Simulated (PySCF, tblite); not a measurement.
**C5H15FOSi2: geometry, infrared bands and NMR shifts**

What infrared bands and NMR shifts should C5H15FOSi2 (`CO[C@@H](F)CCC([SiH3])[SiH3]`) show?

Programs: tblite 0.8.0 and PySCF 2.14.0, with density-fitted response routines of our own. Each step states its level of theory. These are calculated values for one molecule in the gas phase, unless marked as measured. Atoms count from 0, in the outputs and in this text.

### 1 The molecule as given

24 atoms, charge 0, multiplicity 1; geometry from: force field or distance geometry start.

Bonds of the start (Å): C0–O1 1.44, O1–C2 1.42, C2–F3 1.36, C2–C4 1.53, C4–C5 1.53, C5–C6 1.54, C6–Si7 1.89, C6–Si8 1.87, C0–H9 1.09, C0–H10 1.09, C0–H11 1.09, C2–H12 1.09, C4–H13 1.10, C4–H14 1.11, C5–H15 1.10, C5–H16 1.11, C6–H17 1.10, Si7–H18 1.48, Si7–H19 1.49, Si7–H20 1.49, Si8–H21 1.49, Si8–H22 1.48, Si8–H23 1.50.

### 2 Relaxing the molecule with GFN2-xTB

Job settings and geometry (Å):

```
{"job": {"kind": "relax", "xc": "GFN2-xTB", "basis": "xTB"}, "charge": 0, "multiplicity": 1}
C      4.347700     0.065600    -0.319400
O      3.038400     0.150600    -0.904100
C      2.041800    -0.182300     0.056000
F      2.136600     0.701700     1.079400
C      0.665900    -0.012400    -0.594600
C     -0.477200    -0.352100     0.365100
C     -1.870800    -0.264400    -0.287300
Si    -3.239400    -1.025900     0.773300
Si    -2.541400     1.455100    -0.604000
H      4.525800    -0.938500     0.072600
H      5.071300     0.284200    -1.099700
H      4.449800     0.804900     0.481300
H      2.168900    -1.196700     0.439100
H      0.614300    -0.647300    -1.496600
H      0.568000     1.032500    -0.948600
H     -0.306700    -1.372500     0.746300
H     -0.410900     0.307300     1.250600
H     -1.851700    -0.820800    -1.233200
H     -2.881300    -2.437000     1.065800
H     -4.537800    -1.042500     0.052800
H     -3.385000    -0.316500     2.071600
H     -2.642700     2.241300     0.655800
H     -1.617200     2.183600    -1.505900
H     -3.878200     1.402000    -1.274400
```

On the command line:

```console
> OMP_NUM_THREADS=1 python probes_run.py task.json out
```

The driver reads the jobs from task.json and runs them one after another.

**Question.** This job is followed by: GFN2-xTB harmonic vibrations, gas phase; GIAO PBE0/pcSseg-1 NMR shielding, non-relativistic, gas phase. Predict these results of the whole session: strongest single infrared mode (GFN2-xTB); zero-point energy (GFN2-xTB); ¹³C shifts against TMS (PBE0/pcSseg-1); ¹H shifts against TMS (PBE0/pcSseg-1, means over atoms taken as alike); ¹⁷O shifts against H2O (PBE0/pcSseg-1); ¹⁹F shifts against CFCl3 (PBE0/pcSseg-1); ²⁹Si shifts against TMS (PBE0/pcSseg-1).

As calculated:

| quantity | value |
| --- | --- |
| strongest single infrared mode (GFN2-xTB) | 2273 cm⁻¹, 722 km/mol |
| zero-point energy (GFN2-xTB) | 113.9 kcal/mol |
| ¹³C shifts against TMS (PBE0/pcSseg-1) | 119.6, 58.4, 43.1, 29.4, 3.2 ppm |
| ¹H shifts against TMS (PBE0/pcSseg-1, means over atoms taken as alike) | 5.20, 3.93, 3.93, 3.75, 2.11, 1.62, 1.61, 1.38, 0.09 ppm |
| ¹⁷O shifts against H2O (PBE0/pcSseg-1) | 83.4 ppm |
| ¹⁹F shifts against CFCl3 (PBE0/pcSseg-1) | -162.2 ppm |
| ²⁹Si shifts against TMS (PBE0/pcSseg-1) | -63.2, -69.2 ppm |

What this shows: Relaxing lowered the energy by 0.257 eV in 102 steps; the close pair that moved most is O1–C2, from 1.423 to 1.371 Å. All 66 modes are real, so the xTB geometry is a minimum. The strongest single mode, at 2273 cm⁻¹, moves mainly H21. Unscaled tight-binding wavenumbers are off by several per cent, some by more. Its intensities can rank the bands wrongly. H12 (hydrogen on an sp3 CH bonded to F and O) lies farthest downfield among hydrogen, at 5.20 ppm; its carbon carries F and O, hence the downfield position. At PBE0/pcSseg-1: The largest span, 161 ppm, is at F3, where the paramagnetic term is -146 ppm.
